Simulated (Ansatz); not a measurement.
# LuSe: how the settings move a relaxation

Aim: see which settings change the result for LuSe, by how much, and at what cost.

Program: Ansatz 0.2.0. Level of theory: reference: DFT, r2SCAN, PAW with Ansatz's default frozen-core files, scalar-relativistic; relaxation of cell and atoms. These are calculated values, not measurements.

## (1) The structure to begin with

The structure is cubic, space group Fm-3m (No. 225). The conventional cell has a = 5.576 Å, b = 5.576 Å, c = 5.576 Å, α = 90.00°, β = 90.00°, γ = 90.00°. Lu (site symmetry m-3m) has 6 Se at 2.79 Å as nearest neighbours. Se (site symmetry m-3m) is surrounded by 6 Lu at 2.79 Å.

Structure file:

```cif
data_structure
_symmetry_space_group_name_H-M 'Fm-3m'
_symmetry_Int_Tables_number 225
_cell_length_a 5.5760
_cell_length_b 5.5760
_cell_length_c 5.5760
_cell_angle_alpha 90.000
_cell_angle_beta 90.000
_cell_angle_gamma 90.000
_cell_volume 173.37
loop_
_atom_site_label
_atom_site_type_symbol
_atom_site_symmetry_multiplicity
_atom_site_Wyckoff_symbol
_atom_site_fract_x
_atom_site_fract_y
_atom_site_fract_z
_atom_site_occupancy
Lu1 Lu 4 a 0.00000 0.00000 0.00000 1
Se1 Se 4 b 0.50000 0.00000 0.00000 1
```

## (2) The reference run

input.yaml reads:

```yaml
crystal:
  lattice:
    - [0.0, 2.788, 2.788]
    - [2.788, 0.0, 2.788]
    - [2.788, 2.788, 0.0]
  atoms:
    - { symbol: Lu, position: [0.0, 0.0, 0.0] }
    - { symbol: Se, position: [0.5, 0.5, 0.5] }
kpoints:
  mp_grid: { grid: [14, 14, 14] }
scf:
  occupations: { method: fermi_dirac, width: 0.1 }
hamiltonian:
  xc: r2scan
  pseudopotentials: { kind: paw }
relax:
  f_tol: 0.002
  max_steps: 80
  cell: {}
output:
  forces: true
  stress: true
```

Launch:

```bash
$ ansatz run input.yaml --threads 1 --pin off --max-ram 2560MiB --backend cpu --events-out ev --progress --plain --runs-dir out
```

From the output:

```text
[...]
Basis set: ecut = 500 eV, 1067 PW (Γ), exchange–correlation on 120×120×120 points (64 copies of the dense FFT grid, shifted against one another)
[...]
k-points: 104 of 2744
[...]
SCF iter   1: F=—  HF=-20225.354310 eV  |F-HF|=—  |Δ(HF+E_count)|=         —  Δρ=8.28e-3  dr2=2.35e-2  dr2_τ=2.01e-2  ethr=1.77e-3  ⟨swp⟩=5.7  Hψ=26642  notcnv=0
[...]
preconditioner: auto → Kerker (q_TF=auto, 2.703 Å⁻¹)  [metal: Δε(μ)=0.021 eV  Ē_g=16.826 eV  σ=0.100 eV  W_gap=0.05  n_scr=14 (ndim 8)  ℏωp=30.4 eV  f_vac=0.000  D(μ)=0.92/eV (n_scr^D=8)]
SCF iter   2: F=—  HF=-20225.382128 eV  |F-HF|=—  |Δ(HF+E_count)|=   2.78e-2  Δρ=5.81e-3  dr2=1.11e-2  dr2_τ=2.49e-3  ethr=5.73e-5  ⟨swp⟩=3.0  Hψ=9557  notcnv=0  defer=154
[...]
relax step   1: F+E_penalty+E_count = -20225.37537419 eV  Δ(F+E_penalty+E_count) = +0.000e0 eV  max|allowed force component| = 8.415e-30 eV/Å  Δτ_max = 0.0000 Å  P = +1.626 GPa  Ω = 43.342 Å³  (9 SCF iters, dr2 threshold 1.00e-7 eV, accepted)
[...]
Basis set: ecut = 500 eV, 1139 PW (Γ), exchange–correlation on 120×120×120 points (64 copies of the dense FFT grid, shifted against one another)
[...]
relax step   2: F+E_penalty+E_count = -20225.37259690 eV  Δ(F+E_penalty+E_count) = +2.777e-3 eV  max|allowed force component| = 4.331e-30 eV/Å  Δτ_max = 0.0000 Å  P = -1.955 GPa  Ω = 45.076 Å³  energy of the carried Pulay correction = -3.222e-4 eV  (9 SCF iter
[...]
relax step   3: F+E_penalty+E_count = -20225.37893673 eV  Δ(F+E_penalty+E_count) = -3.563e-3 eV  max|allowed force component| = 5.391e-30 eV/Å  Δτ_max = 0.0000 Å  P = -0.058 GPa  Ω = 44.112 Å³  energy of the carried Pulay correction = -1.447e-4 eV  (12 SCF ite
[...]
relax step   4: F+E_penalty+E_count = -20225.37894678 eV  Δ(F+E_penalty+E_count) = -1.006e-5 eV  max|allowed force component| = 1.893e-29 eV/Å  Δτ_max = 0.0000 Å  P = -0.002 GPa  Ω = 44.085 Å³  energy of the carried Pulay correction = -1.397e-4 eV  (5 SCF iter
[...]
SCF iter   6: F=—  HF=-20225.379092 eV  |F-HF|=—  |Δ(HF+E_count)|=  1.06e-10  Δρ=1.81e-7  dr2=2.02e-11  dr2_τ=2.99e-13  ethr=1.00e-12  ⟨swp⟩=7.0  Hψ=16121  notcnv=0
SCF iter   7: F=-20225.379092 eV  HF=-20225.379092 eV  |F-HF|=3.64e-12  |Δ(HF+E_count)|=  2.18e-11  Δρ=1.11e-7  dr2=3.66e-12  dr2_τ=8.26e-13  ethr=1.00e-12  ⟨swp⟩=6.8  Hψ=14343  notcnv=0
[...]
relax step   5: F+E_penalty+E_count = -20225.37909158 eV  Δ(F+E_penalty+E_count) = -1.448e-4 eV  max|allowed force component| = 2.498e-29 eV/Å  Δτ_max = 0.0000 Å  P = -0.000 GPa  Ω = 44.085 Å³  stress off target by 1.33e-4 GPa  SCF on the basis re-selected at 
[...]
SCF converged after 7 iterations
Free energy (F): -20225.379092 eV
[...]
E sigma→0 (E₀):  -20225.363930 eV
[...]
Fermi energy:    16.150086 eV
[...]
  P = ⅓ Tr σ = -0.0001 GPa (-0.001 kbar)
--- Relaxed structure (4 steps of the walk, 3 accepted, 1 SCFs on fresh bases) ---
[...]
```

Wall time 36 s (1 thread of Intel Xeon 6975P-C (Granite Rapids), shared host); peak memory 0.59 GiB.

## (3) Changing settings: dispersion d4, ecutrho_ratio 6, xc_grid 1

input.yaml, as its differences from that of step 2:

```diff
@@ -15,2 +15,3 @@
   pseudopotentials: { kind: paw }
+  dispersion: d4
 relax:
@@ -22 +23,4 @@
   stress: true
+basis:
+  ecutrho_ratio: 6
+  xc_grid: 1
```

Launch:

```bash
$ ansatz run input.yaml --threads 1 --pin off --max-ram 2560MiB --backend cpu --events-out ev --progress --plain --runs-dir out
```

Log (excerpt; [...] marks lines left out):

```text
[...]
Pseudopotentials: kind: paw
Pseudopotential: Lu, paw, valence charge 25, recommended cutoff 500 eV (meta_gga), Lu.paw.azcp
Pseudopotential: Se, paw, valence charge 16, recommended cutoff 500 eV (meta_gga), Se.paw.azcp
Functional definition: r2SCAN
[...]
Crystal: 2 atoms, lattice volume = 43.342 Å³
Basis set: ecut = 500 eV, 1067 PW (Γ)
Bands: 25, of which v1, the nominal top of the filled ones, is band 21 counted from 1 (20 counted from 0)
Symmetry: 48 space group operations
Space group: Fm-3m (ITA 225), of the structure as read, at distance tolerance 3.5e-5 Å
k-points: 104 of 2744
[...]
SCF iter   1: F=—  HF=-20225.590514 eV  |F-HF|=—  |Δ(HF+E_count)|=         —  Δρ=8.28e-3  dr2=2.35e-2  dr2_τ=2.01e-2  ethr=1.77e-3  ⟨swp⟩=5.7  Hψ=26642  notcnv=0
[...]
relax step   1: F+E_penalty+E_count = -20225.61159475 eV  Δ(F+E_penalty+E_count) = +0.000e0 eV  max|allowed force component| = 8.382e-30 eV/Å  Δτ_max = 0.0000 Å  P = +0.804 GPa  Ω = 43.342 Å³  (9 SCF iters, dr2 threshold 1.00e-7 eV, accepted)
[...]
relax step   3: F+E_penalty+E_count = -20225.61243451 eV  Δ(F+E_penalty+E_count) = -8.398e-4 eV  max|allowed force component| = 5.325e-30 eV/Å  Δτ_max = 0.0000 Å  P = -0.014 GPa  Ω = 43.714 Å³  energy of the carried Pulay correction = -7.027e-5 eV  (11 SCF iters, accepted)
[...]
relax step   4: F+E_penalty+E_count = -20225.61250661 eV  Δ(F+E_penalty+E_count) = -7.210e-5 eV  max|allowed force component| = 6.837e-30 eV/Å  Δτ_max = 0.0000 Å  P = -0.014 GPa  Ω = 43.714 Å³  stress off target by 1.36e-2 GPa  SCF on the basis re-selected at this cell (its energy is not [...]
SCF converged after 5 iterations
Free energy (F): -20225.612507 eV
[...]
E sigma→0 (E₀):  -20225.597503 eV
Entropy (-TS):   -0.030007 eV (-15.004 meV/atom)
Fermi energy:    16.291613 eV
[...]
--- Forces (eV/Å), atoms counted from 1 ---
  atom   1  Lu     0.00000000    -0.00000000    -0.00000000
  atom   2  Se     0.00000000     0.00000000    -0.00000000
[...]
--- Stress (GPa, compression-positive) ---
       -0.013583      -0.000000      -0.000000
       -0.000000      -0.013583      -0.000000
       -0.000000      -0.000000      -0.013583
  P = ⅓ Tr σ = -0.0136 GPa (-0.136 kbar)
--- Relaxed structure (3 steps of the walk, 2 accepted, 1 SCFs on fresh bases) ---
  F+E_penalty+E_count = -20225.61250661 eV   max|allowed force component| = 6.837e-30 eV/Å   (the final SCF, on the basis selected at the relaxed cell)
  cell:  # Å, volume = 43.7141 Å³
    - [-9.171669659212063e-34, 2.795958211201698, 2.795958211201698]
    - [2.795958211201698, -7.6430580493433856e-34, 2.795958211201698]
    - [2.795958211201698, 2.795958211201698, -1.5286116098686774e-34]
  atoms:
    - { symbol: Lu, position: [1.3498036986405347e-47, -1.2516361569212229e-47, -1.3661649555937535e-47] }
    - { symbol: Se, position: [0.5, 0.5, 0.5] }
```

Wall time 26 s (1 thread of Intel Xeon 6975P-C (Granite Rapids), shared host); peak memory 0.51 GiB.

Changing the dispersion term and numerical grids moves the energy by -116.7 meV/atom, and the final volume goes from 44.09 to 43.71 Å³.

## (4) All runs together

| run | ending | energy change | pressure (GPa) | gap (eV) | force (eV/Å) | cycles | time |
| --- | --- | --- | --- | --- | --- | --- | --- |
| reference | converged | 0 | 0.0 | 0.00 | 0.00 | 42 | 36 s |
| 1: dispersion d4, ecutrho_ratio 6, xc_grid 1 | converged | -116.7 meV/atom (offset of the dispersion model) | 0.0 | 0.00 | 0.00 | 32 | 26 s |

Changing the dispersion term and numerical grids moves the energy by -116.7 meV/atom, and the final volume goes from 44.09 to 43.71 Å³.
